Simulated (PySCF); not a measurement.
# The bond of TeH−, level by level

The task here is to estimate one member of a computed series from the others.

Method: Te def2-SVPD with ECP28, H def2-SVPD, scalar-relativistic core potentials; program: PySCF 2.14.0.

1 further run of the same task is left out (set aside as unsound or not needed).

Set-up of the first run:

A driver script around PySCF takes these settings:

```json
{
  "atoms": "Te, H",
  "charge": "-1",
  "basis": "Te def2-SVPD with ECP28, H def2-SVPD",
  "Hamiltonian": "scalar-relativistic core potentials",
  "basis functions": "43",
  "electrons treated": "26",
  "masses in u": "129.9062, 1.0078",
  "levels": "PBE0, PBE, r²SCAN, TPSS, PW91, M06, HF, MP2, SCS-MP2, CCSD, CCSD(T)",
  "grid": "80 radial by 434 angular points",
  "occupations": "held fixed by the projection of orbital angular momentum",
  "dissociation limit": "Te− + H, each in its ground configuration",
  "starting distance in angstrom": "1.740",
  "values of 2S to try": "0, 2"
}
```

On the command line:

```
OMP_NUM_THREADS=1 python dia.py task.json out
```

Steps of the session up to this table: The job; First curve: PBE0; PBE; r²SCAN (meta-GGA); TPSS (meta-GGA); PW91; M06; RHF; Adding correlation.

One of the session's tables, all rows but one given; the rest of the session is left out.

It belongs to the step «The curves together». Energy (eV) from each level's lowest point:

| R (Å) | RHF | RHF-MP2 | RHF-SCS-MP2 | RHF-CCSD | RHF-CCSD(T) |
| --- | --- | --- | --- | --- | --- |
| 1.440 | 0.596 | 0.586 | 0.603 | n/a | n/a |
| 1.507 | 0.260 | 0.257 | 0.270 | 0.280 | 0.285 |
| 1.574 | ? | ? | ? | ? | ? |
| 1.624 | 0.012 | 0.012 | 0.016 | 0.020 | 0.022 |
| 1.674 | 0.000 | 0.000 | 0.000 | 0.000 | 0.000 |
| 1.724 | 0.030 | 0.028 | 0.024 | 0.019 | 0.017 |
| 1.791 | 0.119 | 0.113 | 0.103 | 0.092 | 0.087 |
| 1.875 | 0.288 | 0.276 | 0.259 | 0.236 | 0.228 |
| 1.975 | 0.545 | 0.526 | 0.498 | 0.458 | 0.445 |
| 2.109 | 0.936 | 0.904 | 0.862 | n/a | n/a |

Q: Estimate the row for R (Å) = 1.574 from the others.

Worked estimate for «RHF». A straight line through the neighbours (1.507, 0.260) and (1.624, 0.012) gives 0.260 + (0.012 − 0.260) × (1.574 − 1.507) / (1.624 − 1.507) = 0.118; a parabola fitted to 4 rows on both sides gives 0.069.

**Answer.** RHF: 0.074; RHF-MP2: 0.075; RHF-SCS-MP2: 0.083; RHF-CCSD: 0.089; RHF-CCSD(T): 0.092. In «RHF» the line misses by +0.044 and the parabola by -0.005.
